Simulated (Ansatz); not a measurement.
# SrHI: a short molecular-dynamics run

What does SrHI do over 60 steps of 0.25 fs under a Nosé-Hoover thermostat at 100 K? The cell is a randomly packed cell of 12 atoms, taken as it stands, without a relaxation.

Method: DFT PBE, plane waves, PAW, scalar-relativistic, no spin polarisation, in Ansatz 0.2.0.

**1. Starting point**

The cell holds 12 atoms (H4I4Sr4): a = 6.515 Å, b = 7.508 Å, c = 6.953 Å, α = 93.28°, β = 79.27°, γ = 101.82°.

As a file:

```cif
data_structure
_symmetry_space_group_name_H-M 'P 1'
_symmetry_Int_Tables_number 1
_cell_length_a 6.5151
_cell_length_b 7.5078
_cell_length_c 6.9532
_cell_angle_alpha 93.281
_cell_angle_beta 79.266
_cell_angle_gamma 101.823
_cell_volume 327.00
loop_
_atom_site_label
_atom_site_type_symbol
_atom_site_fract_x
_atom_site_fract_y
_atom_site_fract_z
_atom_site_occupancy
Sr1 Sr 0.07810 0.99042 0.23122 1
Sr2 Sr 0.42271 0.17936 0.75677 1
Sr3 Sr 0.84907 0.53832 0.48174 1
Sr4 Sr 0.34209 0.67168 0.67340 1
H1 H 0.46000 0.87030 0.17290 1
H2 H 0.96624 0.97277 0.61625 1
H3 H 0.38327 0.88799 0.97464 1
H4 H 0.27766 0.69082 0.19125 1
I1 I 0.62384 0.15273 0.26887 1
I2 I 0.00637 0.40469 0.02013 1
I3 I 0.74152 0.89906 0.90629 1
I4 I 0.53311 0.49311 0.11556 1
```

**2. Molecular dynamics**

input.yaml reads:

```yaml
crystal:
  lattice:
    - [6.368992, -1.359996, 0.17958]
    - [0.040006, 7.491463, -0.493019]
    - [1.141324, 0.046519, 6.858773]
  atoms:
    - { symbol: Sr, position: [0.078099, 0.990423, 0.231218] }
    - { symbol: Sr, position: [0.422707, 0.179356, 0.756765] }
    - { symbol: Sr, position: [0.849066, 0.538321, 0.481744] }
    - { symbol: Sr, position: [0.342094, 0.671678, 0.6734] }
    - { symbol: H, position: [0.460002, 0.870296, 0.172897] }
    - { symbol: H, position: [0.966237, 0.972768, 0.616247] }
    - { symbol: H, position: [0.383271, 0.887989, 0.974636] }
    - { symbol: H, position: [0.277663, 0.69082, 0.191247] }
    - { symbol: I, position: [0.623845, 0.152726, 0.268867] }
    - { symbol: I, position: [0.006366, 0.404692, 0.020133] }
    - { symbol: I, position: [0.741521, 0.899057, 0.906293] }
    - { symbol: I, position: [0.533112, 0.493112, 0.11556] }
kpoints:
  mp_grid: { grid: [3, 2, 2] }
magnetization:
  spin_polarized: false
scf:
  occupations: { method: fermi_dirac, width: 0.1 }
hamiltonian:
  pseudopotentials: { kind: paw }
  xc: pbe
basis:
  ecutwfc: 420
md:
  timestep: 0.25
  n_steps: 60
  ensemble: nvt_nose_hoover
  temperature: 100.0
  initial_velocities: maxwell_boltzmann
  seed: 584663
```

On the command line:

```console
$ ansatz run input.yaml --threads 2 --pin off --max-ram 2560MiB --backend cpu --events-out ev --progress --plain --runs-dir out
```

Before running it: what results should come out? Wanted: temperature, first and last step; temperature, second half; potential energy, second half; largest change of the conserved energy; mean square displacement, second half.

The runs gave:

| quantity | value |
| --- | --- |
| length | 60 steps of 0.25 fs |
| temperature, first and last step | 100 and 1469 K |
| temperature, second half | mean 1903 K, from 1254 to 2691 K |
| potential energy, second half | -238 meV/atom from the start |
| largest change of the conserved energy | 1.70 meV/atom |
| mean square displacement, second half | H 0.556, I 0.000, Sr 0.000 Å² |

Against a set 100 K the second half averages 1903 K with a spread of 423 K (in equilibrium 12 atoms would scatter by about 25 K, over a far longer run); the potential energy of that half lies 238 meV/atom under the start, so the atoms have moved to lower-lying arrangements, and the energy set free heats the cell. The conserved energy strays from its start by at most 1.70 meV/atom, 1.0 % of the mean kinetic energy, which is good for a step of 0.25 fs. The bonding pattern changes, first at 6.8 fs: H5–H8 forms. Over the second half H atoms stand 0.7 Å (root mean square) from where they began, and the farthest move is 1.5 Å. 15 fs on 12 atoms is far too short and small for converged averages. The nuclei move classically, without zero-point motion, which matters most for hydrogen. The k-mesh is coarse.
